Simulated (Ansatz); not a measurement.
# the Ag-Au system: a small convex hull

Program: the Python package of Ansatz (0.2.0).

Script `hull.py`:
```python
# -*- coding: utf-8 -*-
"""Convex hull of a few Ag-Au phases, after relaxing atoms and volume at fixed cell shape."""

from collections import Counter
import csv
import warnings

import ansatz as az
from pymatgen.analysis.phase_diagram import PDEntry, PhaseDiagram
from pymatgen.core import Composition

PHASES = {
    "Ag3Au Pm-3m": (
        [[4.11109, 0.0, 0.0], [0.0, 4.11109, 0.0], [0.0, 0.0, 4.11109]],
        [
            ("Ag", [0.5, 0.0, 0.5]),
            ("Ag", [0.0, 0.5, 0.5]),
            ("Ag", [0.5, 0.5, 0.0]),
            ("Au", [0.0, 0.0, 0.0]),
        ],
    ),
    "AgAu R-3m": (
        [[1.45759, 0.84154, 4.73064], [-1.45759, 0.84154, 4.73064], [0.0, -1.68308, 4.73064]],
        [
            ("Ag", [0.0, 0.0, 0.0]),
            ("Au", [0.5, 0.5, 0.5]),
        ],
    ),
    "AgAu3 Pm-3m": (
        [[4.12163, 0.0, 0.0], [0.0, 4.12163, 0.0], [0.0, 0.0, 4.12163]],
        [
            ("Ag", [0.5, 0.5, 0.5]),
            ("Au", [0.5, 0.0, 0.0]),
            ("Au", [0.0, 0.5, 0.0]),
            ("Au", [0.0, 0.0, 0.5]),
        ],
    ),
    "Ag": (
        [[0.0, 2.04275, 2.04275], [2.04275, 0.0, 2.04275], [2.04275, 2.04275, 0.0]],
        [
            ("Ag", [0.0, 0.0, 0.0]),
        ],
    ),
    "Au": (
        [[0.0, 2.035, 2.035], [2.035, 0.0, 2.035], [2.035, 2.035, 0.0]],
        [
            ("Au", [0.0, 0.0, 0.0]),
        ],
    ),
}


def build(vectors, sites):
    crystal = az.Crystal(lattice=az.Lattice.of(vectors))
    for symbol, position in sites:
        crystal = crystal.atom(symbol, position)
    return crystal


def solve(name, crystal):
    calc = (
        crystal.calculation()
        .basis(470)
        .functional("pbesol")
        .kpoints(spacing=0.33)
        .occupations("fermi_dirac", width=0.05)
    )
    calc = calc.relax(force_tolerance=0.03, fix_cell=["shape"])
    return calc.run(threads=1, pin="off")


def counts(outcome):
    return Counter(site.symbol for site in outcome.lattice.sites)


def main():
    warnings.simplefilter("ignore", az.DeckWarning)

    phases = {name: build(*cell) for name, cell in PHASES.items()}

    done = {}
    for name, crystal in phases.items():
        done[name] = solve(name, crystal)
        print(f"{name}: {done[name].report['energy_sigma0_ev']:.4f} eV, {len(done[name].lattice.sites)} atoms")

    entries = [PDEntry(Composition(dict(counts(o))), o.report["energy_sigma0_ev"], name=name) for name, o in done.items()]
    diagram = PhaseDiagram(entries)
    rows = [(e.name, e.composition.get_atomic_fraction("Au"), diagram.get_form_energy_per_atom(e), diagram.get_e_above_hull(e)) for e in entries]
    rows.sort(key=lambda row: row[1])
    with open("hull.csv", "w", newline="") as handle:
        writer = csv.writer(handle)
        writer.writerow(["phase", "x(Au)", "E_form (eV/atom)", "above hull (eV/atom)"])
        writer.writerows([round(v, 4) if isinstance(v, float) else v for v in row] for row in rows)
    print(open("hull.csv").read())
    print("on the hull of these phases:", ", ".join(row[0] for row in rows if row[3] < 1e-6))


if __name__ == "__main__":
    main()
```

Running `python hull.py` prints:
```text
Ag3Au Pm-3m: -35573.9055 eV, 4 atoms
AgAu R-3m: -20529.3933 eV, 2 atoms
AgAu3 Pm-3m: -46543.5957 eV, 4 atoms
Ag: -7522.2680 eV, 1 atoms
Au: -13007.1246 eV, 1 atoms
phase,x(Au),E_form (eV/atom),above hull (eV/atom)
Ag,0.0,0.0,0.0
Ag3Au Pm-3m,0.25,0.0058,0.006
AgAu R-3m,0.5,-0.0003,0.0
AgAu3 Pm-3m,0.75,0.0115,0.0117
Au,1.0,0.0,0.0

on the hull of these phases: Ag, AgAu R-3m, Au
```

Absolute energies stand on the zero of these potentials, so only differences at equal settings mean something. For the metals among these phases the mesh is modest: differences between phases can be off by up to 40 meV an atom. Atoms and volume are relaxed with the cell's shape held, which in cells of lower than cubic symmetry can hide stresses and shift volumes. Spin-orbit coupling, which matters for elements this heavy, is left out. The cells come from databases of deposited and of computed structures, and not all need be stable phases. Differences under about 40 meV an atom lie within the error of mesh and functional, so such verdicts may flip; only the cells listed enter the hull. Timing: 37 s on 1 thread of Arm Neoverse V2, with other jobs on the host, peak memory 0.54 GiB.

(A comment or docstring line of the script was reworded after the run, the code is as it ran; lines on the test bed's own set-up are left out of the output.)
